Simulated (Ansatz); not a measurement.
# CH3OSSi: the cost of one run

Program: Ansatz 0.2.0. Level of theory: RKS PBE/def2-SVP. These are calculated values, not measurements.

### 1 Starting point

Bond lengths: O1–C2 1.390 Å, C2–Si3 1.808 Å, C2–S4 1.676 Å, O1–H5 0.965 Å, Si3–H6 1.480 Å, Si3–H7 1.453 Å. Angles: O1–C2–Si3 118.5°, O1–C2–S4 115.4°, Si3–C2–S4 124.1°, C2–O1–H5 107.5°, C2–Si3–H6 107.1°, C2–Si3–H7 113.4°, H6–Si3–H7 108.6°.

Structure file:

```xyz
7

O    -1.4434    0.4431   -0.7280
C    -0.2854   -0.3181   -0.6153
Si    1.0189    0.2558    0.4972
S    -0.0583   -1.4631   -1.8186
H    -1.4787    1.0317    0.0359
H     0.3522    0.8593    1.6728
H     1.8946   -0.8087    0.9560
```

### 2 Relaxing end A

The input, input.yaml:

```yaml
crystal:
  periodic: [false, false, false]
  atoms:
    - { symbol: O, position_ang: [-1.44338, 0.44309, -0.72803] }
    - { symbol: C, position_ang: [-0.28536, -0.31808, -0.61526] }
    - { symbol: Si, position_ang: [1.01889, 0.25583, 0.49722] }
    - { symbol: S, position_ang: [-0.05829, -1.46311, -1.81855] }
    - { symbol: H, position_ang: [-1.47874, 1.03167, 0.03589] }
    - { symbol: H, position_ang: [0.35223, 0.85935, 1.67276] }
    - { symbol: H, position_ang: [1.89465, -0.80875, 0.95597] }
total_charge: -1
basis:
  gaussian: { orbitals: def2-SVP }
hamiltonian:
  xc: pbe
relax:
  f_tol: 0.015
  max_steps: 40
```

On the command line:

```
ansatz run input.yaml --threads 1 --pin off --max-ram 2048MiB --backend cpu --events-out ev --progress --plain --runs-dir out
```

**Question.** How long does this run take on 1 thread of an Arm CPU, shared host, and how much memory does it need?

About 31 s, with a peak of 0.12 GiB.
